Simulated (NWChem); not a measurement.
# M06-2X/cc-pVTZ run of LiBr (SMILES [Li][Br])

What is the electronic atomisation energy of LiBr at M06-2X/cc-pVTZ? 

The results are computed with NWChem 7.3.0.

### Step 1. The system as given

LiBr: 2 atoms, total charge 0, spin state singlet. As SMILES, `[Li][Br]`. Geometry: relaxed at PBE0-D4/def2-TZVP.

Bond lengths: Li1–Br2 2.172 Å.

### Step 2. The energy at M06-2X/cc-pVTZ

File brli.nw:

```
start brli
title "BrLi"
memory total 2200 mb

geometry noautosym nocenter noautoz
  Li    -0.910300     0.277700    -0.476100
  Br     0.939700    -0.337900     0.480100
end

basis "ao basis" spherical bse
  Li library cc-pVTZ
  Br library cc-pVTZ
end

dft
  xc m06-2x
  grid xfine
  convergence energy 1e-08
  iterations 100
  mulliken
  print low
end

task dft energy
```

The run is started by

```console
$ nwchem brli.nw > brli.out
```

Output:

```text
[...]
 d= 0,ls=0.0,diis     1  -2581.8165429714 -2.61D+03  7.28D-03  3.92D-01    16.4
[...]
 d= 0,ls=0.0,diis     8  -2581.8410264485 -3.79D-09  6.84D-07  3.99D-09    76.1
         Total DFT energy =    -2581.841026448458
      One electron energy =    -3646.606455647413
           Coulomb energy =     1132.531611958880
    Exchange-Corr. energy =      -93.352843590835
 Nuclear repulsion energy =       25.586660830910
[...]
      Total Density - Mulliken Population Analysis
     ---------------------------------------------
    Atom       Charge   Shell Charges
 -----------   ------   -------------------------------------------------------
    1 Li   3     2.67   1.99 -0.01  0.20 -0.01  0.22  0.12  0.02  0.06  0.05  0.03
    2 Br  35    35.33   2.00  2.01  1.86  0.40  1.17  0.45  6.00  5.83  1.21  2.86  1.54  9.68  0.32  0.01  0.00
[...]
```

It took 77 s on 1 thread of AMD EPYC 7R13 (Zen 3), shared host; peak memory 0.13 GiB.

### Step 3. The Br atom

File struct.nw:

```
start struct
title "Br"
memory 2200 mb

geometry units angstrom noautosym nocenter noautoz
 Br       0.000000       0.000000       0.000000
end

basis "ao basis" spherical bse
 * library cc-pVTZ
end

dft
 xc m06-2x
 mult 2
 grid xfine
 convergence energy 1e-08
 iterations 100
 mulliken
 print low
end

task dft energy
```

The run is started by

```console
$ nwchem struct.nw > struct.out
```

Output:

```text
[...]
 d= 0,ls=0.0,diis     1  -2574.1918111253 -2.57D+03  2.60D-03  7.04D-02     9.4
[...]
 d= 0,ls=0.0,diis     7  -2574.1982978739 -2.72D-09  3.93D-07  1.49D-10    35.6
[...]
         Total DFT energy =    -2574.198297873942
      One electron energy =    -3581.665525259762
           Coulomb energy =     1098.838688146801
    Exchange-Corr. energy =      -91.371460760981
 Nuclear repulsion energy =        0.000000000000
[...]
      Total Density - Mulliken Population Analysis
     ---------------------------------------------
    Atom       Charge   Shell Charges
 -----------   ------   -------------------------------------------------------
    1 Br  35    35.00   2.00  2.01  1.88  0.42  1.19  0.51  6.00  5.83  1.17  2.73  1.26  9.68  0.32  0.00  0.00
     --------------------------------------------
      Spin Density - Mulliken Population Analysis
     --------------------------------------------
    Atom       Charge   Shell Charges
 -----------   ------   -------------------------------------------------------
    1 Br  35     1.00  -0.00  0.00  0.00  0.00  0.02 -0.02 -0.00 -0.00  0.22  0.60  0.18 -0.01  0.01 -0.00  0.00
[...]
      <S2> =      0.7534 (Exact =     0.7500)
[...]
```

It took 36 s on 1 thread of AMD EPYC 7R13 (Zen 3), shared host; peak memory 0.12 GiB.

### Step 4. The Li atom, same level

File struct.nw:

```
start struct
title "Li energy"
memory 2200 mb
charge 0

geometry noautosym nocenter noautoz
  Li       0.000000       0.000000       0.000000
end

basis spherical bse
  * library cc-pVTZ
end

dft
  xc m06-2x
  mult 2
  grid xfine
  convergence energy 1e-08
  maxiter 100
  mulliken
  noprint "final vectors analysis"
end

task dft energy
```

Run the same way, it converges to -7.48069 Eh (log not shown).

### Step 5. What came out

Level: M06-2X/cc-pVTZ.

```
                     quantity           value
       molecule: total energy  -2581.84103 Eh
        Br atom: total energy  -2574.19830 Eh
                Br atom: ⟨S²⟩           0.753
        Li atom: total energy     -7.48069 Eh
                Li atom: ⟨S²⟩           0.750
electronic atomisation energy        4.409 eV
```

Taking the molecule apart into free atoms costs 4.41 eV (425 kJ/mol), before zero-point energy and without spin-orbit coupling.
